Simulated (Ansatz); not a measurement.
# C₃H₉FZr: how energies converge with the basis set

One table from this session's results is given with a row withheld; the runs are named, their logs left out.

Program: Ansatz 0.2.0, Gaussian basis. Level of theory: one geometry, several basis sets. These are calculated values, not measurements.

Levels to be run: PBE0-D4/def2-SVP; ωB97M-V/def2-SVP; PBE0-D4/def2-QZVPP; ωB97M-V/def2-QZVPP; the functionals' def2-TZVPP values are taken from earlier runs.

**The geometry**

All runs share one geometry, relaxed beforehand with PBE0-D4 in a triple-zeta def2 set. Zr takes the def2 core potential; no spin-orbit term is included.

SMILES `[CH3][Zr]([CH3])([CH3])[F]`, 14 atoms, charge 0, spin multiplicity 1.

Atoms are counted from 1 here; the program's logs count them from 0.

Bond lengths: C1–Zr2 2.214 Å, C1–H6 1.095 Å, C1–H7 1.097 Å, C1–H8 1.098 Å, Zr2–C3 2.214 Å, Zr2–C4 2.215 Å, Zr2–F5 1.904 Å, C3–H9 1.098 Å, C3–H10 1.095 Å, C3–H11 1.097 Å, C4–H12 1.096 Å, C4–H13 1.098 Å, C4–H14 1.097 Å. Angles: Zr2–C1–H6 113.0°, Zr2–C1–H7 110.8°, Zr2–C1–H8 110.1°, H6–C1–H7 107.7°, H6–C1–H8 107.7°, H7–C1–H8 107.4°, C1–Zr2–C3 109.0°, C1–Zr2–C4 108.1°, C1–Zr2–F5 110.7°, C3–Zr2–C4 108.1°, C3–Zr2–F5 110.6°, C4–Zr2–F5 110.3°, Zr2–C3–H9 110.1°, Zr2–C3–H10 112.9°, Zr2–C3–H11 110.9°, H9–C3–H10 107.6°, H9–C3–H11 107.4°, H10–C3–H11 107.7° and more.

Set-up of the first run:

in.yaml

```yaml
crystal:
  periodic: [false, false, false]
  atoms:
    - {symbol: C, position_ang: [-1.823707, 0.585517, 0.819719]}
    - {symbol: Zr, position_ang: [-0.150705, 0.194671, -0.576349]}
    - {symbol: C, position_ang: [1.650079, 1.264166, 0.141462]}
    - {symbol: C, position_ang: [0.279702, -1.977995, -0.542996]}
    - {symbol: F, position_ang: [-0.602175, 0.752101, -2.340140]}
    - {symbol: H, position_ang: [-2.752918, 0.857846, 0.307662]}
    - {symbol: H, position_ang: [-1.572673, 1.400834, 1.510062]}
    - {symbol: H, position_ang: [-2.026600, -0.307500, 1.425592]}
    - {symbol: H, position_ang: [2.512466, 0.584733, 0.153382]}
    - {symbol: H, position_ang: [1.913622, 2.122686, -0.485723]}
    - {symbol: H, position_ang: [1.506156, 1.630646, 1.165897]}
    - {symbol: H, position_ang: [0.736553, -2.332296, -1.473720]}
    - {symbol: H, position_ang: [0.968246, -2.217843, 0.277786]}
    - {symbol: H, position_ang: [-0.638045, -2.557586, -0.382643]}
basis:
  gaussian: {orbitals: def2-SVP}
hamiltonian: {xc: pbe0, dispersion: d4}
output: {orbitals: {seedname: orbitals}}
```

Run with:

```bash
$ ansatz run in.yaml --threads 4 --pin off --events-out ev --progress --plain --max-ram 11315MiB
```

Among the steps run: PBE0-D4 in def2-SVP; ωB97M-V in def2-SVP; PBE0-D4 in def2-QZVPP; ωB97M-V in def2-QZVPP.

One table of the session follows, with a row left open; its other results are not shown here.

It belongs to the step «Density functionals: the series». 

| functional | basis | HOMO (eV) |
| --- | --- | --- |
| PBE0-D4 | def2-SVP | -7.60 |
| PBE0-D4 | def2-TZVPP | -7.64 |
| PBE0-D4 | def2-QZVPP | ? |
| ωB97M-V | def2-SVP | -9.91 |
| ωB97M-V | def2-TZVPP | -9.96 |
| ωB97M-V | def2-QZVPP | -9.96 |

Q: Estimate the row for PBE0-D4, def2-QZVPP from the others.

The run gave: HOMO (eV): -7.65. In the column «HOMO (eV)» it lies between ωB97M-V, def2-SVP (-9.91) and PBE0-D4, def2-TZVPP (-7.64).
